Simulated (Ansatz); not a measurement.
Run this with the Python package of Ansatz (0.2.0) and show what comes out.

Script `cacl.py`:
```python
"""Vertical and adiabatic ionisation of CaCl."""

import itertools

import ansatz
from ase.data import atomic_numbers, covalent_radii
import numpy as np

mol = (
    ansatz.Crystal.molecule()
    .atom("Ca", [0.0, 0.0, 0.0])
    .atom("Cl", [0.0, 0.0, 2.56])
)

model = (
    mol.calculation()
    .basis(gaussian="def2-TZVP")
    .functional("cam_b3lyp")
    .spin("collinear", total=1)
    .scf(lower_state_search="standard")
)
symbols = [site.symbol for site in mol.cartesian_sites]
start = np.array([site.position_ang for site in mol.cartesian_sites], dtype=float)
report = model.relax(force_tolerance=0.01).run(threads=1).report
end = np.array(report["positions_ang"])

minimum = ansatz.Crystal.molecule()
for symbol, place in zip(symbols, end):
    minimum = minimum.atom(symbol, place.tolist())
ion = (
    minimum.calculation()
    .basis(gaussian="def2-TZVP")
    .functional("cam_b3lyp")
    .scf(lower_state_search="standard")
    .charge(1)
)
vertical = ion.run(threads=1).report
settled = ion.relax(force_tolerance=0.01, max_steps=80).run(threads=1).report
print(f"vertical ionisation energy   {vertical['free_energy_ev'] - report['free_energy_ev']:.3f} eV")
print(f"adiabatic, no zero point     {settled['free_energy_ev'] - report['free_energy_ev']:.3f} eV")
print(f"relaxation energy of the ion {vertical['free_energy_ev'] - settled['free_energy_ev']:.3f} eV")
ionised = np.array(settled["positions_ang"])
# pairs closer than 1.2 times the sum of covalent radii, before or after
radius = [covalent_radii[atomic_numbers[s]] for s in symbols]
span = lambda where, i, j: np.linalg.norm(where[i] - where[j])
bonded = [(i, j) for i, j in itertools.combinations(range(len(symbols)), 2) if min(span(end, i, j), span(ionised, i, j)) < 1.2 * (radius[i] + radius[j])]
print("pair        before    after (A)")
for i, j in bonded:
    print(f"{symbols[i]}{i}-{symbols[j]}{j}".ljust(10), f"{span(end, i, j):8.4f} {span(ionised, i, j):8.4f}")
```

```console
$ python cacl.py
vertical ionisation energy   6.169 eV
adiabatic, no zero point     6.087 eV
relaxation energy of the ion 0.082 eV
pair        before    after (A)
Ca0-Cl1      2.4405   2.3251
```

What to keep in mind:
- The settings weren't tested for convergence.
- The energies are electronic: no zero-point or thermal terms, and the basis set is short of its limit. The product may relax into another structure. Each relaxation finds its nearest minimum, which needn't be the lowest.
- The run takes the species as open-shell (spin multiplicity 2), which needn't be its ground state.
- Only the spin states typed were run; another state of an ion can lie lower, by up to an eV or two.
- The spin state was assumed, and another may lie lower.
- Run time: 29 s on 1 thread of Arm Neoverse V1 (shared host), peak memory 0.25 GiB.
